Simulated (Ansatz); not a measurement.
# Ga2As2C: the cost of one run

Program: Ansatz 0.2.0. Level of theory: DFT PBE, scalar-relativistic, plane waves, PAW. These are calculated values, not measurements.

3 further runs of the same task are left out: 3 set aside as unsound or not needed. Runs told in other sessions of the task aren't counted.

### 1 The structure to begin with

Symmetry: Pm, No. 6, monoclinic system. The conventional cell has a = 4.063 Å, b = 4.063 Å, c = 21.390 Å, α = 90.00°, β = 90.00°, γ = 90.00°. As (site symmetry m) has 2 Ga at 2.49 Å in its first shell of neighbours. Ga (site symmetry m) has 4 As at 2.49 to 2.55 Å in its first shell of neighbours. As (site symmetry m) is surrounded by 4 Ga at 2.47 to 2.55 Å. Around Ga (site symmetry m) lie 1 C at 1.76 Å and 2 As at 2.47 Å. C (site symmetry m) is surrounded by 1 Ga at 1.76 Å.

Structure file:

```cif
data_structure
_symmetry_space_group_name_H-M 'P 1'
_symmetry_Int_Tables_number 1
_cell_length_a 4.0630
_cell_length_b 4.0630
_cell_length_c 21.3905
_cell_angle_alpha 90.000
_cell_angle_beta 90.000
_cell_angle_gamma 90.000
_cell_volume 353.11
loop_
_atom_site_label
_atom_site_type_symbol
_atom_site_fract_x
_atom_site_fract_y
_atom_site_fract_z
_atom_site_occupancy
As1 As 0.00000 0.50000 0.18700 1
Ga1 Ga 0.50000 0.50000 0.25415 1
As2 As 0.50000 0.00000 0.32648 1
Ga2 Ga 0.00000 0.00000 0.39225 1
C1 C 0.33333 0.00000 0.44461 1
```

This is the geometry of the first run shown, built on a cell relaxed beforehand with the same method.

### 2 Plan of the line

Atoms count from 1 in the order of the input.

C is moved along a line over the surface and along the normal, above a rigid substrate.

The axes are (1) position of C5 along the first surface vector, from above Ga4: 6 values from 0.00 to 3.39 Å, periodic; (2) height of C5 above the plane of Ga4: 8 values from 0.11 to 3.73 Å.

Nothing else is relaxed. Points are written as (first, second).

### 3 Grid point (1.35 Å, 1.12 Å)

The cell repeats along c, and a dipole correction in the vacuum removes the field between the copies.

Input file input.yaml:

```yaml
crystal:
  lattice:
    - [4.062960926, 0.0, 0.0]
    - [0.0, 4.062960926, 0.0]
    - [0.0, 0.0, 21.3904986572]
  atoms:
    - { symbol: As, position: [0.0, 0.5, 0.1869989131] }
    - { symbol: Ga, position: [0.5, 0.5, 0.2541536641] }
    - { symbol: As, position: [0.5, 0.0, 0.3264810857] }
    - { symbol: Ga, position: [0.0, 0.0, 0.3922535324] }
    - { symbol: C, position: [0.3333333333, 0.0, 0.444613228], spin: 2.0 }
basis:
  ecutwfc: 420
kpoints:
  mp_grid: { grid: [7, 7, 1] }
hamiltonian:
  xc: pbe
  pseudopotentials: { kind: paw, azcp: { folder: soft_1 } }
scf:
  occupations: { method: gaussian, width: 0.05 }
output:
  forces: true
  eigenvalues: true
  populations: true
magnetization:
  spin_polarized: true
efield:
  axis: 3
  dipole_correction: true
  ramp_width: 0.04
```

Started as:

```bash
> ansatz run input.yaml --threads 2 --pin off --max-ram 6144MiB --backend cpu --events-out ev --progress --plain --runs-dir out
```

What time and memory should one allow on 2 threads of Arm Neoverse N1, shared host?

About 67 s, with a peak of 0.72 GiB.
